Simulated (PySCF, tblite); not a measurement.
# CH₈BrClSi₄: geometry, infrared bands and NMR shifts

Wanted: the infrared bands and NMR shifts of CH₈BrClSi₄ (`C[Si@@]1(Br)[SiH2][SiH2][Si@@H]1Cl`), by calculation.

The runs use tblite 0.8.0 and PySCF 2.14.0, with density-fitted response routines of our own; the level of theory stands in each step. All values are computed, except where a source is named. Atoms count from 0, in the outputs and in this text.

### Step 1. Starting geometry

15 atoms, charge 0, multiplicity 1; geometry from: force field or distance geometry start.

Bonds of the start (Å): C0–Si1 1.87, Si1–Br2 2.26, Si1–Si3 2.25, Si3–Si4 2.23, Si4–Si5 2.25, Si5–Cl6 2.08, Si5–Si1 2.22, C0–H7 1.11, C0–H8 1.11, C0–H9 1.10, Si3–H10 1.47, Si3–H11 1.47, Si4–H12 1.46, Si4–H13 1.45, Si5–H14 1.47.

### Step 2. Geometry optimisation with GFN2-xTB

What the job is given:

```
{"job": {"kind": "relax", "xc": "GFN2-xTB", "basis": "xTB"}, "charge": 0, "multiplicity": 1}
C      2.374300     0.062700     0.544200
Si     0.743700    -0.472700    -0.186900
Br     0.856100    -2.308600    -1.497500
Si    -0.900200    -0.531300     1.342100
Si    -2.242500    -0.028200    -0.369500
Si    -0.470700     1.085300    -1.190500
Cl    -0.352800     1.140700    -3.264700
H      2.914500    -0.864300     0.842600
H      2.261500     0.669000     1.471700
H      3.001600     0.550500    -0.211300
H     -0.902200     0.589800     2.287000
H     -1.131900    -1.851200     1.948800
H     -2.511700    -1.236600    -1.137300
H     -3.381400     0.807300    -0.053100
H     -0.262700     2.395500    -0.547500
```

The run is started by

```bash
$ OMP_NUM_THREADS=1 python probes_run.py task.json out
```

One launch serves the whole session: the jobs run in the order shown.

**Question.** This job is followed by: GFN2-xTB harmonic vibrations, gas phase; GIAO PBE0/pcSseg-1 NMR shielding, non-relativistic, gas phase. What will the session give for the following? strongest single infrared mode (GFN2-xTB); zero-point energy (GFN2-xTB); ¹³C shifts against TMS (PBE0/pcSseg-1); ¹H shifts against TMS (PBE0/pcSseg-1, means over atoms taken as alike); ²⁹Si shifts against TMS (PBE0/pcSseg-1); ⁷⁹Br shifts against HBr (PBE0/pcSseg-1); ³⁵Cl shifts against HCl (PBE0/pcSseg-1); surface potential, 1st and 99th percentile.

The runs gave:

```
                                                              quantity                                   value
                             strongest single infrared mode (GFN2-xTB)                   2188 cm⁻¹, 534 km/mol
                                          zero-point energy (GFN2-xTB)                           50.6 kcal/mol
                                ¹³C shifts against TMS (PBE0/pcSseg-1)                                 8.7 ppm
¹H shifts against TMS (PBE0/pcSseg-1, means over atoms taken as alike)  6.13, 4.27, 4.15, 4.06, 4.02, 0.83 ppm
                               ²⁹Si shifts against TMS (PBE0/pcSseg-1)            53.2, 15.7, -84.0, -98.1 ppm
                               ⁷⁹Br shifts against HBr (PBE0/pcSseg-1)                                  24 ppm
                               ³⁵Cl shifts against HCl (PBE0/pcSseg-1)                                 -79 ppm
                                 surface potential, 1st and 99th percentile                      -0.72 V and 1.94 V
```

In words: Over 145 steps the energy fell by 1.143 eV; of the close pairs, Si1–Si5 changed most, 2.216 to 2.386 Å. All 39 modes are real, so the xTB geometry is a minimum. The strongest single mode, at 2188 cm⁻¹, moves mainly H10 and H13. Unscaled tight-binding wavenumbers are off by several per cent, some by more. Its intensities can rank the bands wrongly. At PBE0/pcSseg-1: The widest tensor belongs to Br2: span 272 ppm, with a paramagnetic part of -526 ppm. By nearest atom (PBE0/pcSseg-1), the HOMO sits on Br2 22 %; Si1, Si5 about 18 % each and the LUMO on Si1, Si5 about 18 % each; Si3, Si4 about 9 % each. Spin-orbit coupling is left out, which matters for shieldings and couplings at and beside the heavy atoms.
